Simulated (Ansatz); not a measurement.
NaLaMnMoO6:

```
CELL_PARAMETERS angstrom
4.72242 -2.73688 0.00204
4.72242 2.73688 0.00204
-3.17796 0.00000 4.47000
ATOMIC_POSITIONS crystal
Na 0.25021 0.25021 0.74459
La 0.75117 0.75117 0.25707
Mn 0.49918 0.49918 0.49917
Mo 0.00110 0.00110 0.00114
O 0.28503 0.78106 0.28520
O 0.78106 0.28503 0.28520
O 0.25187 0.25187 0.18775
O 0.74777 0.74777 0.81124
O 0.21883 0.71407 0.71525
O 0.71407 0.21883 0.71525
```

The cell was built by a generator and needn't be a form met in nature.

* Program: Ansatz 0.2.0
* Task: relaxation of cell and atoms
* Functional: revPBE
* Potentials or basis: Ansatz PAW
* Cutoff: 420 eV (not typed: the program's choice for these potentials)
* k mesh: 5 × 5 × 5
* Occupations: fermi-dirac, width 0.05 eV
* Spin: collinear spin, ferromagnetic start
* Starting moments: [0.0, 0.0, 4.0, 1.0, 0.0, 0.0, 0.0, 0.0, 0.0, 0.0] μB

At the start: volume 11.56 Å³/atom.

Q: How do energy, volume and symmetry change on relaxing?

A: It ends after 23 steps and the volume is 12.86 Å³/atom (+11.2 %); space group Cm (No. 8, to 0.05 Å); moment 4.96 μB per cell.

The path:
```csv
step,energy change (eV),largest force (eV/Å),volume (Å³)
1,0.0000,0.2855,115.58
2,-0.0437,0.3912,118.00
3,-0.0723,0.2483,120.00
4,-0.0820,0.1314,120.49
5,-0.0873,0.0552,120.78
6,-0.0904,0.0619,121.64
7,-0.0951,0.1932,124.11
8,-0.1070,0.2471,125.31
9,-0.1255,0.1100,126.57
10,-0.1272,0.2451,127.24
11,-0.1319,0.0419,127.27
12,-0.1335,0.0618,126.81
13,-0.1331,0.0443,126.99
14,-0.1330,0.0142,127.09
15,-0.1331,0.0093,127.08
16,-0.2005,0.0104,127.08
17,-0.1981,0.0772,128.16
18,-0.2002,0.0729,128.40
19,-0.2004,0.0414,128.45
20,-0.2004,0.0103,128.49
21,-0.2053,0.0104,128.49
22,-0.2052,0.0094,128.58
23,-0.2055,0.0094,128.58
```

Final structure:
```
Na La Mn Mo O
1.0
     4.93525   -2.82178    0.07658
     4.93525    2.82178    0.07658
    -3.25066    0.00000    4.56618
Na La Mn Mo O
1 1 1 1 6
Direct
  0.26321 0.26321 0.75418
  0.75730 0.75730 0.27392
  0.51317 0.51317 0.52605
  0.00734 0.00734 0.00729
  0.28765 0.79225 0.26939
  0.79225 0.28765 0.26939
  0.22776 0.22776 0.14017
  0.76101 0.76101 0.86090
  0.18129 0.70932 0.70030
  0.70932 0.18129 0.70030
```

Caveat: the plane-wave basis is chosen anew once the cell has moved, so the energies of steps on either side of that aren't comparable; the pressure holds a Pulay correction of +0.5 GPa for the finite cutoff; a cell with one magnetic atom can't hold antiferromagnetic order, which such compounds often take; the PAW data sets come from PBE, with cores solved anew for the run's functional, which leaves a small shift of forces and pressure; the starting moments weren't kept.
